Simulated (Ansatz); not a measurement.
**AlSn in Ansatz: the effect of functional**

AlSn:

```
CELL_PARAMETERS angstrom
4.16993 0.00000 0.00000
-2.08496 3.61126 0.00000
0.00000 0.00000 3.28465
ATOMIC_POSITIONS crystal
Sn 0.33333 0.66667 0.50000
Al 0.00000 0.00000 0.00000
```

The cell comes from a database or a generator and needn't be the stable form of this composition.

The cell isn't the ideal one: volume scaled by 0.98.

Alike in all runs:

```yaml
Program: Ansatz 0.2.0
Task: single point
Potentials_or_basis: Ansatz PAW
k_mesh: 7 × 7 × 8
Occupations: fermi-dirac, width 0.05 eV
Spin: no spin polarisation
```

```csv
functional,cutoff,pressure (GPa)
LDA,420 eV (not typed: the program's choice for these potentials),?
r2SCAN,500 eV (not typed: the program's choice for these potentials),0.0
PBE,420 eV (not typed: the program's choice for these potentials),1.3
```

Q: What does the run with functional LDA give?

A: Pressure -2.1 GPa.

Caveats: the PAW data sets come from PBE, with cores solved anew for the run's functional, which leaves a small shift of forces and pressure (some runs).
